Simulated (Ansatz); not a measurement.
Turn this script for the Python package of Ansatz (0.2.0) into the input file that the command-line program reads.

The script, `md_h6si2te.py`:
```python
"""A short Born-Oppenheimer trajectory of H6Si2Te."""

import warnings

import ansatz
import numpy as np

warnings.simplefilter("ignore", ansatz.DeckWarning)

geometry_ang = [
    ("Si", [-0.6817, 0.9474, -0.982]),
    ("Si", [0.1349, -0.7267, 0.1393]),
    ("Te", [1.3412, 0.1403, 2.103]),
    ("H", [-1.3877, 0.4963, -2.1678]),
    ("H", [0.3558, 1.8746, -1.4544]),
    ("H", [-1.6503, 1.7525, -0.1224]),
    ("H", [-0.9164, -1.6115, 0.5911]),
    ("H", [1.1001, -1.4515, -0.7356]),
    ("H", [1.7926, -1.4677, 2.6116]),
]
system = ansatz.Crystal.molecule()
for symbol, xyz in geometry_ang:
    system = system.atom(symbol, xyz)

calc = (
    system.calculation()
    .basis(gaussian="def2-SVP")
    .functional("blyp", dispersion="d4")
    .md("nvt_langevin", timestep=0.25, steps=30, temperature=500, initial_velocities="maxwell_boltzmann", seed=8, friction=0.05)
)
frames = []
calc.session().plan().execute(on_event=lambda e: frames.append(e["data"]) if e["event"] == "md_step" else None)
print("t (fs)   E_pot (eV)      E_kin (eV)   T (K)   d(0-1) (A)")
for f in frames[::2]:
    xyz = np.array(f["positions_ang"])
    print(f"{f['time_fs']:6.2f} {f['lagrangian_ev']:14.5f} {f['e_kin_ev']:10.5f} {f['temperature_k']:8.1f} {np.linalg.norm(xyz[0] - xyz[1]):9.4f}")
print("mean temperature", round(float(np.mean([f["temperature_k"] for f in frames])), 1), "K")
```

```console
$ python md_h6si2te.py
t (fs)   E_pot (eV)      E_kin (eV)   T (K)   d(0-1) (A)
  0.00   -23139.14923    0.51704    444.4    2.1741
  0.50   -23139.13634    0.59944    515.3    2.1748
  1.00   -23139.11685    0.58983    507.0    2.1759
  1.50   -23139.09731    0.50988    438.3    2.1769
  2.00   -23139.08499    0.45776    393.5    2.1786
  2.50   -23139.08499    0.49127    422.3    2.1806
  3.00   -23139.08996    0.49921    429.1    2.1832
  3.50   -23139.09487    0.46744    401.8    2.1866
  4.00   -23139.09950    0.42895    368.7    2.1893
  4.50   -23139.10844    0.46144    396.7    2.1921
  5.00   -23139.11699    0.40960    352.1    2.1953
  5.50   -23139.12794    0.39490    339.5    2.1987
  6.00   -23139.14127    0.39060    335.8    2.2012
  6.50   -23139.15302    0.41342    355.4    2.2041
  7.00   -23139.16843    0.37865    325.5    2.2078
  7.50   -23139.18623    0.36686    315.4    2.2125
mean temperature 395.2 K
```

`input.yaml`:
```yaml
crystal:
  periodic: [false, false, false]
  atoms:
    - { symbol: Si, position_ang: [-0.6817, 0.9474, -0.982] }
    - { symbol: Si, position_ang: [0.1349, -0.7267, 0.1393] }
    - { symbol: Te, position_ang: [1.3412, 0.1403, 2.103] }
    - { symbol: H, position_ang: [-1.3877, 0.4963, -2.1678] }
    - { symbol: H, position_ang: [0.3558, 1.8746, -1.4544] }
    - { symbol: H, position_ang: [-1.6503, 1.7525, -0.1224] }
    - { symbol: H, position_ang: [-0.9164, -1.6115, 0.5911] }
    - { symbol: H, position_ang: [1.1001, -1.4515, -0.7356] }
    - { symbol: H, position_ang: [1.7926, -1.4677, 2.6116] }
basis:
  gaussian:
    orbitals: def2-SVP
hamiltonian:
  xc: blyp
  dispersion: d4
md:
  timestep: 0.25
  n_steps: 30
  ensemble: nvt_langevin
  temperature: 500.0
  friction: 0.05
  initial_velocities: maxwell_boltzmann
  seed: 8
```

Caveats:
- Total energies depend on the basis set; only differences at equal settings carry meaning.
- The trajectory is only some femtoseconds long, so its temperature is not equilibrated; where the script doesn't relax first, it starts from a rough generated geometry.
- def2 sets replace the cores of elements past krypton by effective core potentials.
- The printed temperature counts all 3N degrees of freedom under Langevin dynamics, so the first row lies under the target.
- It ran for 74 s on 1 thread of Intel(R) Xeon(R) Platinum 8488C (Sapphire Rapids), with other jobs on the host, peak memory 0.21 GiB.

(Lines on the test bed's own set-up are left out of the output.)
